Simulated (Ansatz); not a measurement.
# BiO: the cost of one run

Computed with Ansatz 0.2.0 (reference: DFT r2SCAN, plane waves, PAW, scalar-relativistic, no spin polarisation, unless a step's input says otherwise).

**1. The system as given**

It takes space group P6_3mc (No. 186, hexagonal). The conventional cell has a = 4.041 Å, b = 4.041 Å, c = 6.475 Å, α = 90.00°, β = 90.00°, γ = 120.00°. Around Bi (site symmetry 3m) lie 4 O at 2.23 to 2.54 Å. O (site symmetry 3m) has 4 Bi at 2.23 to 2.54 Å as nearest neighbours.

Coordinates:

```xyz
4
Lattice="4.0408 0.0000 0.0000 -2.0204 3.4994 0.0000 0.0000 0.0000 6.4748" Properties=species:S:1:pos:R:3 pbc="T T T"
Bi    0.0000    2.3330    0.0000
Bi    2.0204    1.1665    3.2374
O     0.0000    2.3330    2.2338
O     2.0204    1.1665    5.4712
```

**2. The reference run**

input.yaml

```yaml
crystal:
  lattice:
    - [4.040792, 0.0, 0.0]
    - [-2.020396, 3.499429, 0.0]
    - [0.0, 0.0, 6.474842]
  atoms:
    - { symbol: Bi, position: [0.33333, 0.66667, 0.0] }
    - { symbol: Bi, position: [0.66666, 0.33333, 0.5] }
    - { symbol: O, position: [0.33333, 0.66667, 0.345] }
    - { symbol: O, position: [0.66666, 0.33333, 0.845] }
  symmetry: { tolerance: 0.0003 }
kpoints:
  mp_grid: { grid: [5, 5, 3], shift: [0, 0, 0] }
magnetization:
  spin_polarized: false
scf:
  occupations: { method: gaussian, width: 0.1613 }
hamiltonian:
  pseudopotentials: { kind: paw }
  xc: r2scan
basis:
  ecutwfc: 500
output:
  forces: true
  stress: true
  eigenvalues: true
```

The run is started by

```
> ansatz run input.yaml --threads 1 --pin off --max-ram 2560MiB --backend cpu --events-out ev --progress --plain --runs-dir out
```

Q: Estimate wall time and peak memory on 1 thread of Arm Neoverse V2, shared host.

About 9.3 s, with a peak of 0.54 GiB.
